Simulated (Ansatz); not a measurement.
# HAuO: ionisation energy by level of theory

An exercise on one series of results from a longer session: the logs are not shown, and one member is left open.

The runs use Ansatz 0.2.0, Gaussian basis; unrestricted cation, the program's frozen cores in correlated methods.

Levels to be run: UKS PBE-D4/def2-TZVPP; UKS r2SCAN-D4/def2-TZVPP; UKS PBE0-D4/def2-TZVPP; UKS B3LYP-D4/def2-TZVPP; UKS wB97X-V/def2-TZVPP; UKS wB97M-V/def2-TZVPP; UKS B2PLYP/def2-TZVPP; UHF-CCSD(T)/def2-TZVPP; UHF-CCSD(T)/def2-QZVPP; extrapolation to the limit; then −ε(HOMO) from the neutral's earlier runs with LDA (SPW92), PBE-D4, revPBE-D4, BLYP-D4, r2SCAN-D4, B97M-V, PBE0-D4, B3LYP-D4, r2SCANh-D4, r2SCAN0-D4, HSE06-D4, BHLYP-D4, CAM-B3LYP-D4, LC-ωPBE, ωB97X-V, ωB97M-V.

**Structure used throughout**

All runs share one geometry, relaxed beforehand with PBE0-D4 in a triple-zeta def2 set. Au takes the def2 core potential; no spin-orbit term is included.

SMILES `[OH][Au]`, 3 atoms, charge 0, spin multiplicity 1.

Atoms are counted from 1 here; the program's logs count them from 0.

Bond lengths: O1–Au2 1.952 Å, O1–H3 0.965 Å. Angles: Au2–O1–H3 104.8°.

Set-up of the first run:

File in.yaml:

```yaml
crystal:
  periodic: [false, false, false]
  atoms:
    - {symbol: O, position_ang: [-0.398297, -0.456827, -0.277736]}
    - {symbol: Au, position_ang: [1.237022, 0.007831, 0.681721]}
    - {symbol: H, position_ang: [-0.849626, 0.384195, -0.417185]}
basis:
  gaussian: {orbitals: def2-TZVPP}
total_charge: 1
magnetization: {spin_polarized: true, initial_magnetization: 1}
hamiltonian: {xc: pbe, dispersion: d4}
```

Launch:

```
$ ansatz run in.yaml --threads 2 --pin off --events-out ev --progress --plain --max-ram 32768MiB --backend cpu
```

Among the steps run: Cation, UKS PBE-D4/def2-TZVPP; Cation, UKS r2SCAN-D4/def2-TZVPP; Cation, UKS PBE0-D4/def2-TZVPP; Cation, UKS B3LYP-D4/def2-TZVPP; Cation, UKS wB97X-V/def2-TZVPP; Cation, UKS wB97M-V/def2-TZVPP; Cation, UKS B2PLYP (frozen core)/def2-TZVPP; Cation, UHF-CCSD(T)/def2-TZVPP; Cation, UHF-CCSD(T)/def2-QZVPP.

One table of the session follows, with a row left open; its other results are not shown here.

It belongs to the step «Ionisation energies side by side». For comparison, −ε(HOMO) of the neutral from earlier runs:

```
  functional  −ε(HOMO) (eV)
 LDA (SPW92)           6.31
      PBE-D4           6.07
   revPBE-D4           5.99
     BLYP-D4           6.03
   r2SCAN-D4           6.33
      B97M-V           6.35
     PBE0-D4           7.53
    B3LYP-D4           7.35
  r2SCANh-D4           6.90
  r2SCAN0-D4           7.75
    HSE06-D4           7.12
    BHLYP-D4           8.75
CAM-B3LYP-D4              ?
     LC-ωPBE          10.06
     ωB97X-V           9.83
     ωB97M-V           9.82
```

Q: Estimate the row for CAM-B3LYP-D4 from the others.

The run gave: −ε(HOMO) (eV): 8.95. In the column «−ε(HOMO) (eV)» it lies between BHLYP-D4 (8.75) and ωB97M-V (9.82).
